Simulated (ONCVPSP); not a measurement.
# An ONCV potential for S, from input to tests

Aim: build the potential from the settings below, then test how well it stands in for the atom: other configurations, scattering, ghost states and the plane-wave cutoff that it needs.

Method: ONCVPSP 4.0.1, PBE, scalar-relativistic.

**1. Settings**

Typed settings, in words:

| Property | Result |
| --- | --- |
| element | sulfur (S, Z = 16) |
| type | optimised norm-conserving Vanderbilt (ONCV) |
| frozen core | [He] |
| valence charge | 14 |
| reference configuration | 2s2 2p6 3s2 3p4 |
| partial waves | 2s+3s: rc 0.80 bohr, ncon 3, nbas 7, qcut 15.4 1/bohr, 2 projectors; 2p+3p: rc 0.70 bohr, ncon 4, nbas 7, qcut 22.6 1/bohr, 2 projectors; d scattering state at 0.45 Ha: rc 0.90 bohr, ncon 4, nbas 8, qcut 8.9 1/bohr, 3 projectors, debl 2.9 Ha |
| local potential | polynomial inside 0.55 bohr (lpopt 5, dvloc0 3 Ha) |
| core correction | Teter function, fcfact 5.75, rcfact 1.25 |

An earlier all-electron run gives the scale for the radii.

All-electron outer shells of the reference configuration (PBE, scalar-relativistic, ld1.x):

| shell | level (eV) | outermost node (bohr) | outermost maximum (bohr) |
| --- | --- | --- | --- |
| 1s | -2405.94 | – | 0.06 |
| 2s | -211.71 | 0.13 | 0.39 |
| 2p | -156.51 | – | 0.33 |
| 3s | -17.26 | 0.60 | 1.40 |
| 3p | -7.01 | 0.58 | 1.61 |

**2. The generation run**

S.dat

```
# ATOM AND REFERENCE CONFIGURATION
# atsym  z   nc   nv     iexc    psfile
  S 16.00    1    4        4      upf
#
#   n    l    f
    1    0    2.00
    2    0    2.00
    2    1    6.00
    3    0    2.00
    3    1    4.00
#
# PSEUDOPOTENTIAL AND OPTIMIZATION
# lmax
    2
#
#   l,   rc,      ep,       ncon, nbas, qcut
    0    0.80    0.00    3    7   15.40
    1    0.70    0.00    4    7   22.60
    2    0.90    0.45    4    8    8.90
#
# LOCAL POTENTIAL
# lloc, lpopt,  rc(5),   dvloc0
    4    5    0.55    3.00
#
# VANDERBILT-KLEINMAN-BYLANDER PROJECTORs
# l, nproj, debl
    0    2    2.80
    1    2    2.30
    2    3    2.90
#
# MODEL CORE CHARGE
# icmod, fcfact, rcfact
    3    5.75    1.25
#
# LOG DERIVATIVE ANALYSIS
# epsh1, epsh2, depsh
   -9.00    5.00    0.04
#
# OUTPUT GRID
# rlmax, drl
    6.00    0.01
#
# TEST CONFIGURATIONS
# ncnf
    4
# nvcnf
#   n    l    f
    4
    2    0    2.00
    2    1    6.00
    3    0    2.00
    3    1    3.00
#
    4
    2    0    2.00
    2    1    6.00
    3    0    2.00
    3    1    2.00
#
    4
    2    0    2.00
    2    1    6.00
    3    0    2.00
    3    1    1.00
#
    4
    2    0    2.00
    2    1    6.00
    3    0    2.00
    3    1    0.00
#
```

Run with:

```console
oncvpsp.x < S.dat > S.out
```

What does the calculation give? Wanted: cutoffs for 1 and 0.1 mHa per electron, occupied waves; bound ghosts; GHOST(+) flags; largest test error; largest phase difference near zero energy, channels read; rms error of d²Exc/dn², without and with the model core.

As calculated:

```
                                                quantity                         value
  cutoffs for 1 and 0.1 mHa per electron, occupied waves             183 Ha and 208 Ha
                                            bound ghosts               d at -810.43 eV
                                          GHOST(+) flags            none at low energy
                            largest test error (AE − PS)  +22 meV, for 2s2 2p6 3s2 3p0
largest phase difference near zero energy, channels read                     0.000 rad
 rms error of d²Exc/dn², without and with the model core             2.08 and 2.70 mHa
```

What this shows: It has a bound ghost (d), a state that the atom doesn't have, and that rules the file out. The worst unpolarised test, 2s2 2p6 3s2 3p0, is off by 22 meV on 114.9 eV; by total energies transferability rates as good. Atomic tests can pass in spite of a ghost, since they solve only for the levels asked. It counts as very hard, with 183 Ha needed at the looser tolerance. At the looser tolerance the 2p wave is the slowest; 3p needs 158 Ha. Near zero energy the phases of the channels with partial waves agree within 0.001 rad. All of this concerns the isolated atom, not yet a solid.
